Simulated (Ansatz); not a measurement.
**ZnCu: equation of state**

How stiff is ZnCu, and at what volume does the pressure vanish? The cell is scaled evenly, atoms carried along, and solved with LAPW, PAW and all-electron datasets made for the crystal.

Method: DFT PBEsol, scalar-relativistic, in Ansatz 0.2.0.

## Step 1: The structure to begin with

Symmetry: Pm-3m, No. 221, cubic system. The conventional cell has a = 2.945 Å, b = 2.945 Å, c = 2.945 Å, α = 90.00°, β = 90.00°, γ = 90.00°. Around Zn (site symmetry m-3m) lie 8 Cu at 2.55 Å. Cu (site symmetry m-3m) has 8 Zn at 2.55 Å as nearest neighbours.

Structure file:

```
Zn Cu
1.0
     2.94500    0.00000    0.00000
     0.00000    2.94500    0.00000
     0.00000    0.00000    2.94500
Zn Cu
1 1
Direct
  0.50000 0.50000 0.50000
  0.00000 0.00000 0.00000
```

Structure: COD 9008814, as refined from experiment and not relaxed.

Atoms are numbered in the order of the input: Zn1, Cu2.

## Step 2: Volume × 0.94, LAPW

input.yaml reads:

```yaml
crystal:
  lattice:
    - [2.8848810902, 0.0, 0.0]
    - [0.0, 2.8848810902, 0.0]
    - [0.0, 0.0, 2.8848810902]
  atoms:
    - { symbol: Zn, position: [0.5, 0.5, 0.5] }
    - { symbol: Cu, position: [0.0, 0.0, 0.0] }
kpoints:
  mp_grid: { grid: [14, 14, 14] }
  band_path:
    path:
      - [0.0, 0.0, 0.0]
      - [0.0, 0.5, 0.0]
      - [0.5, 0.5, 0.0]
      - [0.0, 0.0, 0.0]
      - [0.5, 0.5, 0.5]
      - [0.0, 0.5, 0.0]
      - [0.5, 0.5, 0.5]
      - [0.5, 0.5, 0.0]
    npoints: 5
scf:
  occupations: { method: fermi_dirac, width: 0.05 }
hamiltonian:
  xc: pbesol
  pseudopotentials: { kind: all_electron, lapw: { basis_error: 0.0005 } }
output:
  forces: true
  stress: true
  eigenvalues: true
```

On the command line:

```sh
ansatz run input.yaml --threads 1 --pin off --max-ram 3072MiB --backend cpu --events-out ev --progress --plain --runs-dir out
```

## Step 3: Volume × 0.94, PAW

input.yaml reads:

```yaml
crystal:
  lattice:
    - [2.8848810902, 0.0, 0.0]
    - [0.0, 2.8848810902, 0.0]
    - [0.0, 0.0, 2.8848810902]
  atoms:
    - { symbol: Zn, position: [0.5, 0.5, 0.5] }
    - { symbol: Cu, position: [0.0, 0.0, 0.0] }
kpoints:
  mp_grid: { grid: [14, 14, 14] }
scf:
  occupations: { method: fermi_dirac, width: 0.05 }
hamiltonian:
  xc: pbesol
  pseudopotentials: { kind: paw }
output:
  forces: true
  stress: true
  eigenvalues: true
  efg: { contact_densities: true }
  write_density: true
  write_potential: true
  elf: true
  volumetric_format: npy
```

## Step 4: Volume × 0.94, crystal datasets

Edit input.yaml of step 3 so:

```diff
@@ -14,3 +14,3 @@
   xc: pbesol
-  pseudopotentials: { kind: paw }
+  pseudopotentials: { kind: all_electron, datasets: crystal }
 output:
@@ -20,5 +20 @@
   efg: { contact_densities: true }
-  write_density: true
-  write_potential: true
-  elf: true
-  volumetric_format: npy
```

## Step 5: Volume × 0.98, LAPW

input.yaml reads:

```yaml
crystal:
  lattice:
    - [2.9252343038, 0.0, 0.0]
    - [0.0, 2.9252343038, 0.0]
    - [0.0, 0.0, 2.9252343038]
  atoms:
    - { symbol: Zn, position: [0.5, 0.5, 0.5] }
    - { symbol: Cu, position: [0.0, 0.0, 0.0] }
kpoints:
  mp_grid: { grid: [14, 14, 14] }
  band_path:
    path:
      - [0.0, 0.0, 0.0]
      - [0.0, 0.5, 0.0]
      - [0.5, 0.5, 0.0]
      - [0.0, 0.0, 0.0]
      - [0.5, 0.5, 0.5]
      - [0.0, 0.5, 0.0]
      - [0.5, 0.5, 0.5]
      - [0.5, 0.5, 0.0]
    npoints: 5
scf:
  occupations: { method: fermi_dirac, width: 0.05 }
hamiltonian:
  xc: pbesol
  pseudopotentials: { kind: all_electron, lapw: { basis_error: 0.0005 } }
output:
  forces: true
  stress: true
  eigenvalues: true
```

## Step 6: Volume × 0.98, PAW

input.yaml reads:

```yaml
crystal:
  lattice:
    - [2.9252343038, 0.0, 0.0]
    - [0.0, 2.9252343038, 0.0]
    - [0.0, 0.0, 2.9252343038]
  atoms:
    - { symbol: Zn, position: [0.5, 0.5, 0.5] }
    - { symbol: Cu, position: [0.0, 0.0, 0.0] }
kpoints:
  mp_grid: { grid: [14, 14, 14] }
scf:
  occupations: { method: fermi_dirac, width: 0.05 }
hamiltonian:
  xc: pbesol
  pseudopotentials: { kind: paw }
output:
  forces: true
  stress: true
  eigenvalues: true
  efg: { contact_densities: true }
```

## Step 7: Volume × 0.98, crystal datasets

Edit input.yaml of step 6 so:

```diff
@@ -14,3 +14,3 @@
   xc: pbesol
-  pseudopotentials: { kind: paw }
+  pseudopotentials: { kind: all_electron, datasets: crystal }
 output:
```

## Step 8: Volume × 1.01, LAPW

input.yaml reads:

```yaml
crystal:
  lattice:
    - [2.954784125, 0.0, 0.0]
    - [0.0, 2.954784125, 0.0]
    - [0.0, 0.0, 2.954784125]
  atoms:
    - { symbol: Zn, position: [0.5, 0.5, 0.5] }
    - { symbol: Cu, position: [0.0, 0.0, 0.0] }
kpoints:
  mp_grid: { grid: [14, 14, 14] }
  band_path:
    path:
      - [0.0, 0.0, 0.0]
      - [0.0, 0.5, 0.0]
      - [0.5, 0.5, 0.0]
      - [0.0, 0.0, 0.0]
      - [0.5, 0.5, 0.5]
      - [0.0, 0.5, 0.0]
      - [0.5, 0.5, 0.5]
      - [0.5, 0.5, 0.0]
    npoints: 5
scf:
  occupations: { method: fermi_dirac, width: 0.05 }
hamiltonian:
  xc: pbesol
  pseudopotentials: { kind: all_electron, lapw: { basis_error: 0.0005 } }
output:
  forces: true
  stress: true
  eigenvalues: true
```

## Step 9: Volume × 1.01, PAW

input.yaml reads:

```yaml
crystal:
  lattice:
    - [2.954784125, 0.0, 0.0]
    - [0.0, 2.954784125, 0.0]
    - [0.0, 0.0, 2.954784125]
  atoms:
    - { symbol: Zn, position: [0.5, 0.5, 0.5] }
    - { symbol: Cu, position: [0.0, 0.0, 0.0] }
kpoints:
  mp_grid: { grid: [14, 14, 14] }
scf:
  occupations: { method: fermi_dirac, width: 0.05 }
hamiltonian:
  xc: pbesol
  pseudopotentials: { kind: paw }
output:
  forces: true
  stress: true
  eigenvalues: true
  efg: { contact_densities: true }
```

## Step 10: Volume × 1.01, crystal datasets

Edit input.yaml of step 9 so:

```diff
@@ -14,3 +14,3 @@
   xc: pbesol
-  pseudopotentials: { kind: paw }
+  pseudopotentials: { kind: all_electron, datasets: crystal }
 output:
```

## Step 11: Volume × 1.04, LAPW

input.yaml reads:

```yaml
crystal:
  lattice:
    - [2.9837544442, 0.0, 0.0]
    - [0.0, 2.9837544442, 0.0]
    - [0.0, 0.0, 2.9837544442]
  atoms:
    - { symbol: Zn, position: [0.5, 0.5, 0.5] }
    - { symbol: Cu, position: [0.0, 0.0, 0.0] }
kpoints:
  mp_grid: { grid: [14, 14, 14] }
  band_path:
    path:
      - [0.0, 0.0, 0.0]
      - [0.0, 0.5, 0.0]
      - [0.5, 0.5, 0.0]
      - [0.0, 0.0, 0.0]
      - [0.5, 0.5, 0.5]
      - [0.0, 0.5, 0.0]
      - [0.5, 0.5, 0.5]
      - [0.5, 0.5, 0.0]
    npoints: 5
scf:
  occupations: { method: fermi_dirac, width: 0.05 }
hamiltonian:
  xc: pbesol
  pseudopotentials: { kind: all_electron, lapw: { basis_error: 0.0005 } }
output:
  forces: true
  stress: true
  eigenvalues: true
```

## Step 12: Volume × 1.04, PAW

input.yaml reads:

```yaml
crystal:
  lattice:
    - [2.9837544442, 0.0, 0.0]
    - [0.0, 2.9837544442, 0.0]
    - [0.0, 0.0, 2.9837544442]
  atoms:
    - { symbol: Zn, position: [0.5, 0.5, 0.5] }
    - { symbol: Cu, position: [0.0, 0.0, 0.0] }
kpoints:
  mp_grid: { grid: [14, 14, 14] }
scf:
  occupations: { method: fermi_dirac, width: 0.05 }
hamiltonian:
  xc: pbesol
  pseudopotentials: { kind: paw }
output:
  forces: true
  stress: true
  eigenvalues: true
  efg: { contact_densities: true }
```

## Step 13: Volume × 1.04, crystal datasets

Edit input.yaml of step 12 so:

```diff
@@ -14,3 +14,3 @@
   xc: pbesol
-  pseudopotentials: { kind: paw }
+  pseudopotentials: { kind: all_electron, datasets: crystal }
 output:
```

(Steps that only read results are left out.)

**Question.** What will these runs give? Wanted: equilibrium volume; bulk modulus (for each run or level that gives them).

As calculated:

| quantity | value |
| --- | --- |
| equilibrium volume (LAPW) | 12.296 Å³/atom |
| bulk modulus (LAPW) | 138 GPa |
| its pressure derivative (LAPW) | 5.0 |
| equilibrium volume (PAW) | 12.296 Å³/atom |
| bulk modulus (PAW) | 137 GPa |
| its pressure derivative (PAW) | 5.0 |
| equilibrium volume (crystal datasets) | 12.297 Å³/atom |
| bulk modulus (crystal datasets) | 137 GPa |
| its pressure derivative (crystal datasets) | 5.0 |

**Reading.** A third-order Birch-Murnaghan fit to the LAPW pressures puts zero pressure at 12.30 Å³/atom, -3.7 % from the given cell, with a bulk modulus of 138 GPa. PAW's volume lies less than 0.01 % and its modulus less than 0.1 % from LAPW's. No thermal or zero-point expansion is included.
